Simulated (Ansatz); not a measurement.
# C3H10FInSi: taking an electron away

The task here is to estimate one member of a computed series from the others.

The runs use Ansatz 0.2.0, Gaussian basis; unrestricted cation, the program's frozen cores in correlated methods.

Levels to be run: UKS PBE-D4/def2-TZVPP; UKS r2SCAN-D4/def2-TZVPP; UKS PBE0-D4/def2-TZVPP; UKS B3LYP-D4/def2-TZVPP; UKS wB97X-V/def2-TZVPP; UKS wB97M-V/def2-TZVPP; UKS B2PLYP/def2-TZVPP; UHF-CCSD(T)/def2-TZVPP; UHF-MP2/def2-QZVPP; extrapolation to the limit; then −ε(HOMO) from the neutral's earlier runs with LDA (SPW92), PBE-D4, revPBE-D4, BLYP-D4, r2SCAN-D4, B97M-V, PBE0-D4, B3LYP-D4, r2SCANh-D4, r2SCAN0-D4, HSE06-D4, BHLYP-D4, CAM-B3LYP-D4, LC-ωPBE, ωB97X-V, ωB97M-V.

## Structure used throughout

All runs share one geometry, relaxed beforehand with PBE0-D4 in a triple-zeta def2 set. In takes the def2 core potential; no spin-orbit term is included.

SMILES `CC(F)[SiH2][CH2][InH2]`, 16 atoms, charge 0, spin multiplicity 1.

Atoms are counted from 1 here; the program's logs count them from 0.

Bond lengths: C1–C2 1.505 Å, C1–H7 1.093 Å, C1–H8 1.093 Å, C1–H9 1.093 Å, C2–F3 1.442 Å, C2–Si4 1.914 Å, C2–H10 1.093 Å, Si4–C5 1.845 Å, Si4–H11 1.488 Å, Si4–H12 1.493 Å, C5–In6 2.187 Å, C5–H13 1.092 Å, C5–H14 1.093 Å, In6–H15 1.726 Å, In6–H16 1.723 Å. Angles: C2–C1–H7 111.2°, C2–C1–H8 109.2°, C2–C1–H9 111.6°, H7–C1–H8 108.3°, H7–C1–H9 108.4°, H8–C1–H9 108.0°, C1–C2–F3 107.6°, C1–C2–Si4 115.4°, C1–C2–H10 110.8°, F3–C2–Si4 105.9°, F3–C2–H10 104.2°, Si4–C2–H10 112.1°, C2–Si4–C5 107.4°, C2–Si4–H11 107.1°, C2–Si4–H12 105.8°, C5–Si4–H11 111.2°, C5–Si4–H12 116.4°, H11–Si4–H12 108.5° and more.

The first run:

in.yaml

```yaml
crystal:
  periodic: [false, false, false]
  atoms:
    - {symbol: C, position_ang: [-0.618048, -1.555833, -1.120290]}
    - {symbol: C, position_ang: [-0.605518, -1.126407, 0.321970]}
    - {symbol: F, position_ang: [-1.576695, -0.071046, 0.470728]}
    - {symbol: Si, position_ang: [1.052513, -0.404140, 0.948507]}
    - {symbol: C, position_ang: [1.273763, 1.242905, 0.146034]}
    - {symbol: In, position_ang: [-0.683599, 2.205261, -0.014980]}
    - {symbol: H, position_ang: [-1.620443, -1.855806, -1.434716]}
    - {symbol: H, position_ang: [0.051498, -2.410268, -1.247048]}
    - {symbol: H, position_ang: [-0.274191, -0.756013, -1.781055]}
    - {symbol: H, position_ang: [-0.977205, -1.925617, 0.968615]}
    - {symbol: H, position_ang: [0.941755, -0.270909, 2.426755]}
    - {symbol: H, position_ang: [2.087025, -1.435929, 0.642426]}
    - {symbol: H, position_ang: [1.704876, 1.152657, -0.853348]}
    - {symbol: H, position_ang: [1.931105, 1.870081, 0.753198]}
    - {symbol: H, position_ang: [-1.356920, 2.343415, -1.597981]}
    - {symbol: H, position_ang: [-1.329935, 2.997669, 1.371184]}
basis:
  gaussian: {orbitals: def2-TZVPP}
total_charge: 1
magnetization: {spin_polarized: true, initial_magnetization: 1}
hamiltonian: {xc: pbe, dispersion: d4}
```

On the command line:

```bash
$ ansatz run in.yaml --threads 2 --pin off --events-out ev --progress --plain --max-ram 31744MiB --backend cuda --devices 0, --max-vram 18GiB
```

Steps of the session up to this table: Cation, UKS PBE-D4/def2-TZVPP; Cation, UKS r2SCAN-D4/def2-TZVPP; Cation, UKS PBE0-D4/def2-TZVPP; Cation, UKS B3LYP-D4/def2-TZVPP; Cation, UKS wB97X-V/def2-TZVPP; Cation, UKS wB97M-V/def2-TZVPP; Cation, UKS B2PLYP (frozen core)/def2-TZVPP; Cation, UHF-CCSD(T)/def2-TZVPP; Cation, UHF-MP2/def2-QZVPP.

One table of the session follows, with a row left open; its other results are not shown here.

Orbital estimates, from the neutral's runs:

| functional | −ε(HOMO) (eV) |
| --- | --- |
| LDA (SPW92) | 6.34 |
| PBE-D4 | 6.20 |
| revPBE-D4 | 6.14 |
| BLYP-D4 | 6.05 |
| r2SCAN-D4 | 6.42 |
| B97M-V | 6.52 |
| PBE0-D4 | 7.31 |
| B3LYP-D4 | 7.09 |
| r2SCANh-D4 | 6.84 |
| r2SCAN0-D4 | 7.47 |
| HSE06-D4 | 6.91 |
| BHLYP-D4 | ? |
| CAM-B3LYP-D4 | 8.58 |
| LC-ωPBE | 9.92 |
| ωB97X-V | 9.57 |
| ωB97M-V | 9.45 |

Q: Estimate the row for BHLYP-D4 from the others.

Worked estimate for «−ε(HOMO) (eV)». Against the share of exact exchange, BLYP-D4 (0, 6.05), B3LYP-D4 (0.2, 7.09) give a slope of 5.20 per unit share; at 0.5 the line stands at 8.65.

The run gave: −ε(HOMO) (eV): 8.31. In «−ε(HOMO) (eV)» the line misses by +0.34.
